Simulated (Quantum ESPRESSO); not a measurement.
The system is Nb2B.

```
CELL_PARAMETERS angstrom
4.40760 0.00000 0.00000
-2.20380 3.81710 0.00000
0.00000 0.00000 2.66855
ATOMIC_POSITIONS crystal
Nb 0.33333 0.66667 0.50000
Nb 0.66667 0.33333 0.50000
B 0.00000 0.00000 0.00000
```

The cell was built by a generator and needn't be a form met in nature.

```yaml
Program: Quantum ESPRESSO 7.5
Task: phonons and electron-phonon coupling
Functional: PBEsol
Potentials_or_basis: GBRV 1.5 PBEsol
Cutoff: 612 eV
Density_cutoff: 4898 eV
k_mesh: 4 × 4 × 6
Occupations: methfessel-paxton, width 0.272 eV
Spin: no spin polarisation
Mixing_beta: 0.5
Most_SCF_iterations: 120
SCF_threshold: 6e-10 Ry
q_mesh: 2 × 2 × 3
```

The cell and the atoms were relaxed first, to 14.44 Å³/atom (a = 4.355 Å, b = 4.355 Å, c = 2.637 Å, α = 90.00°, β = 90.00°, γ = 120.00°), and the response was taken there.

```
CELL_PARAMETERS angstrom
4.35541 0.00000 0.00000
-2.17771 3.77190 0.00000
0.00000 0.00000 2.63726
ATOMIC_POSITIONS crystal
Nb 0.33333 0.66667 0.50000
Nb 0.66667 0.33333 0.50000
B 0.00000 0.00000 0.00000
```

Q: Is this structure dynamically stable at this level, and how far does the spectrum reach?

A: No: the interpolated spectrum has imaginary modes, down to 288i cm⁻¹ near H. The highest frequency is 314 cm⁻¹.

Phonon frequencies at the corners of the path (cm⁻¹, interpolated; i marks imaginary ones):
| point | frequencies |
| --- | --- |
| Γ | 201i 138i 93i 93i 0 0 0 199 199 |
| M | 152i 104i 104i 82i 72i 138 203 235 267 |
| K | 134i 112i 112i 5 127 127 200 200 277 |
| A | 228i 130i 130i 179 179 259 259 299 314 |
| L | 282i 151i 116 122 162 244 253 292 300 |
| H | 288i 111i 109 109 180 180 279 294 294 |

Phonon states per cell in windows of 50 cm⁻¹ (negative: imaginary):
```csv
from (cm⁻¹),total,Nb,B
-300,0.25,0.00,0.25
-250,0.37,0.00,0.37
-200,0.35,0.01,0.34
-150,0.67,0.64,0.03
-100,0.81,0.67,0.14
-50,0.32,0.24,0.08
0,0.31,0.20,0.11
50,0.53,0.25,0.27
100,1.49,0.34,1.14
150,0.93,0.70,0.23
200,1.37,1.35,0.01
250,1.51,1.50,0.01
300,0.04,0.04,0.00
```

Caveat: the k mesh is coarse (spacing up to 0.41 Å⁻¹), so the values aren't converged; the mesh is thin for the phonons of a metal; some modes are imaginary; the interpolated spectrum has imaginary branches, which spoil the λ, ω_log and α²F that the log prints; λ from interpolated matrix elements is rough: modes that symmetry makes equal can differ by tens of percent.
